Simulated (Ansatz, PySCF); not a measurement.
# OsS3F2: plane waves, with and without spin–orbit coupling

How do the frontier levels of OsS3F2 look with plane waves and spin–orbit coupling? It is a constructed species; whether it can be made isn't addressed.

Program: Ansatz 0.2.0. Level of theory: DFT PBE, plane waves, PAW, molecule in a box with 9 Å of vacuum. These are calculated values, not measurements.

2 further runs of the same task are left out: 2 for a known fault of the program.

**1. Starting geometry**

6 atoms, charge 0, spin multiplicity 1.

Bond lengths: Os1–S2 2.128 Å, Os1–S3 2.128 Å, Os1–S4 2.129 Å, Os1–F5 1.933 Å, Os1–F6 1.933 Å. Angles: S2–Os1–S3 119.8°, S2–Os1–S4 120.1°, S2–Os1–F5 90.0°, S2–Os1–F6 90.0°, S3–Os1–S4 120.1°, S3–Os1–F5 90.0°, S3–Os1–F6 90.0°, S4–Os1–F5 90.0°, S4–Os1–F6 90.0°, F5–Os1–F6 180.0°.

Coordinates:

```csv
atom,x (Å),y (Å),z (Å)
Os1,-0.0467,0.0000,0.0000
S2,-1.1134,0.0000,1.8417
S3,-1.1134,0.0000,-1.8417
S4,2.0818,0.0000,0.0000
F5,-0.0459,1.9330,0.0000
F6,-0.0459,-1.9330,0.0000
```

Formal oxidation states: Os +8. An earlier session relaxed this geometry at B3LYP, Os def2-SVP with ECP60, S def2-SVP, F def2-SVP (singlet, point group D3h).

**2. Scalar-relativistic**

Contents of input.yaml:

```yaml
crystal:
  lattice:
    - [12.2, 0.0, 0.0]
    - [0.0, 12.87, 0.0]
    - [0.0, 0.0, 12.68]
  atoms:
    - { symbol: Os, position: [0.45629016, 0.49984305, 0.50013722] }
    - { symbol: S, position: [0.36885246, 0.49984305, 0.64538486] }
    - { symbol: S, position: [0.36885246, 0.49984305, 0.35488959] }
    - { symbol: S, position: [0.63075984, 0.49984305, 0.50013722] }
    - { symbol: F, position: [0.4563582, 0.65003652, 0.50013722] }
    - { symbol: F, position: [0.4563582, 0.34965035, 0.50013722] }
basis:
  ecutwfc: 420
  ecutrho_ratio: 4
kpoints:
  mp_grid: { grid: [1, 1, 1] }
hamiltonian:
  xc: pbe
scf:
  occupations: { method: gaussian, width: 0.01 }
output:
  forces: true
  eigenvalues: true
  populations: true
```

On the command line:

```
ansatz run input.yaml --threads 2 --pin off --max-ram 5120MiB --backend cpu --events-out ev --progress --plain --runs-dir out
```

Standard output, shortened:

```text
Warning: the atoms were moved onto the symmetric positions of the space group found under crystal.symmetry.tolerance 1.0e-5 (fractional; no operation is sought that the atoms, as they stand in a round, miss by more than twice it, and no atom is moved by as much as it), and the run uses [...]
Warning: RAYON_NUM_THREADS=2 ignored (pool sized by the plan → 2); use --threads N
[...]
Pseudopotentials: kind: paw
Pseudopotential: Os, paw, valence charge 16, recommended cutoff 420 eV (normal), Os.paw.azcp
Pseudopotential: S, paw, valence charge 6, recommended cutoff 420 eV (normal), S.paw.azcp
Pseudopotential: F, paw, valence charge 7, recommended cutoff 420 eV (normal), F.paw.azcp
Functional definition: PBE
[...]
Crystal: 6 atoms, lattice volume = 1990.938 Å³
Basis set: ecut = 420 eV, 38973 PW (Γ), exchange–correlation on 180×180×180 points (8 copies of the dense FFT grid, shifted against one another)
Bands: 30, of which v1, the nominal top of the filled ones, is band 24 counted from 1 (23 counted from 0)
Symmetry: 4 space group operations
Space group: Pmm2 (ITA 25), of the structure as read, at distance tolerance 1.3e-4 Å
k-points: 1
[...]
SCF iter   1: F=—  HF=-15704.509056 eV  |F-HF|=—  |Δ(HF+E_count)|=         —  Δρ=3.22e-3  dr2=1.85e-1  ethr=1.77e-3  ⟨swp⟩=7.0  Hψ=133  notcnv=0
[...]
SCF iter  10: F=-15704.475953 eV  HF=-15704.475953 eV  |F-HF|=3.83e-8  |Δ(HF+E_count)|=   6.85e-8  Δρ=1.48e-6  dr2=1.74e-8  ethr=2.08e-10  ⟨swp⟩=15.0  Hψ=155  notcnv=0
[...]
SCF converged after 10 iterations
Free energy (F): -15704.475953 eV
[...]
E sigma→0 (E₀):  -15704.475953 eV
Fermi energy:    -5.846372 eV
[...]
--- Forces (eV/Å), atoms counted from 1 ---
  atom   1  Os    -0.00818988     0.00000000     0.00000000
  atom   2  S      0.12456363     0.00000000    -0.20323669
  atom   3  S      0.12456363     0.00000000     0.20323669
  atom   4  S     -0.23996879     0.00000000     0.00000000
  atom   5  F     -0.00051279     0.07947295     0.00000000
  atom   6  F     -0.00051279    -0.07947295     0.00000000
[...]
--- Band table (eV) ---
[...]
--- Löwdin populations: 6 sites ---
  site symbol       q [e]
     0     Os     14.6139
     1      S      6.0540
     2      S      6.0540
     3      S      6.0537
     4      F      7.4644
     5      F      7.4644
  spilling = 0.006157 (of n_electrons = 48.000000)
```

It took 5.5 s on 2 threads of Arm Neoverse V1, shared host; peak memory 1.1 GiB.

Levels from the highest filled one (eV). Filled: -3.52, -3.16, -2.57, -2.57, -0.74, -0.74, -0.57, -0.57, -0.51, 0.00. Empty: 1.27, 1.27, 2.81, 2.81, 4.68, 6.37.

**3. Spin–orbit coupling**

Edit input.yaml of step 2 so:

```diff
@@ -25 +25,8 @@
   populations: true
+  write_density: true
+  write_potential: true
+  elf: true
+  volumetric_format: npy
+magnetization:
+  noncollinear: true
+  spin_orbit: true
```

On the command line:

```
ansatz run input.yaml --threads 2 --pin off --max-ram 5120MiB --backend cpu --events-out ev --progress --plain --runs-dir out
```

Standard output, shortened:

```text
Warning: the atoms were moved onto the symmetric positions of the space group found under crystal.symmetry.tolerance 1.0e-5 (fractional; no operation is sought that the atoms, as they stand in a round, miss by more than twice it, and no atom is moved by as much as it), and the run uses [...]
Warning: RAYON_NUM_THREADS=2 ignored (pool sized by the plan → 2); use --threads N
[...]
Pseudopotentials: kind: paw_fr
Pseudopotential: Os, paw_fr, valence charge 16, recommended cutoff 420 eV (normal), Os.paw.azcp#standard-fr
Pseudopotential: S, paw_fr, valence charge 6, recommended cutoff 420 eV (normal), S.paw.azcp#standard-fr
Pseudopotential: F, paw_fr, valence charge 7, recommended cutoff 420 eV (normal), F.paw.azcp#standard-fr
[... 1 set-up line as earlier in the session ...]
[...]
non-collinear run that drives no moment, with spin-orbit: no starting moment large enough to seed its density (crystal.atoms[].spin), no starting occupations that ask for one, no magnetisation constraint and no magnetic field, so the semilocal B_xc is pinned to zero
Crystal: 6 atoms, lattice volume = 1990.938 Å³
[...]
WARN: The output density's exchange-correlation potential varies sharply where the density is thin. Do not read a vacuum level from v_tot or v_xc, or from such a field of the output density. On a cell that repeats whose density bears no net charge and no dipole along the vacuum's axis use [...]
SCF converged after 11 iterations
Magnetization: |M| = 0.0000 μB,  M = (+0.0000, +0.0000, +0.0000) μB
Absolute magnetization: 0.0000 μB (∫|m|)
  site 0: m = (+0.0000, +0.0000, +0.0000) μB, |m| = 0.0000 μB  (R = 0.80 Å)
  site 1: m = (+0.0000, +0.0000, +0.0000) μB, |m| = 0.0000 μB  (R = 0.88 Å)
  site 2: m = (+0.0000, +0.0000, +0.0000) μB, |m| = 0.0000 μB  (R = 0.88 Å)
  site 3: m = (+0.0000, +0.0000, +0.0000) μB, |m| = 0.0000 μB  (R = 0.88 Å)
  site 4: m = (+0.0000, +0.0000, +0.0000) μB, |m| = 0.0000 μB  (R = 0.80 Å)
  site 5: m = (+0.0000, +0.0000, +0.0000) μB, |m| = 0.0000 μB  (R = 0.80 Å)
Free energy (F): -15733.776270 eV
[...]
E sigma→0 (E₀):  -15733.776270 eV
Fermi energy:    -5.903369 eV
[...]
--- Forces (eV/Å), atoms counted from 1 ---
  atom   1  Os    -0.00806223     0.00000000     0.00000000
  atom   2  S      0.12446226     0.00000000    -0.20314004
  atom   3  S      0.12446226     0.00000000     0.20314004
  atom   4  S     -0.23990491     0.00000000     0.00000000
  atom   5  F     -0.00050201     0.07241873     0.00000000
  atom   6  F     -0.00050201    -0.07241873     0.00000000
[...]
--- Band table (eV) ---
[...]
--- Löwdin populations: 6 sites ---
  site symbol       q [e]
     0     Os     14.6000
     1      S      6.0562
     2      S      6.0562
     3      S      6.0558
     4      F      7.4650
     5      F      7.4650
  spilling = 0.006286 (of n_electrons = 48.000000)
```

It took 33 s on 2 threads of Arm Neoverse V1, shared host; peak memory 2.5 GiB.

Levels from the highest filled one (eV). Filled: -0.69, -0.69, -0.62, -0.62, -0.52, -0.52, -0.51, -0.51, 0.00, 0.00. Empty: 1.15, 1.15, 1.38, 1.38, 2.75, 2.75, 2.92, 2.92.

**4. Results**

| run | gap (eV) | largest force component (eV/Å) | time |
| --- | --- | --- | --- |
| scalar-relativistic | 1.27 | 0.24 | 5.5 s |
| spin–orbit coupling | 1.15 | 0.24 | 33 s |

Spin–orbit coupling changes the gap between the highest filled and lowest empty level from 1.27 to 1.15 eV, at 6.1 times the wall time. The geometry was relaxed with B3LYP in Gaussian bases, so forces remain. Levels near the vacuum level depend on the box.

The gaps are Kohn-Sham values of a semilocal functional, not quasiparticle or optical gaps. Such gaps usually fall short of the measured ones.
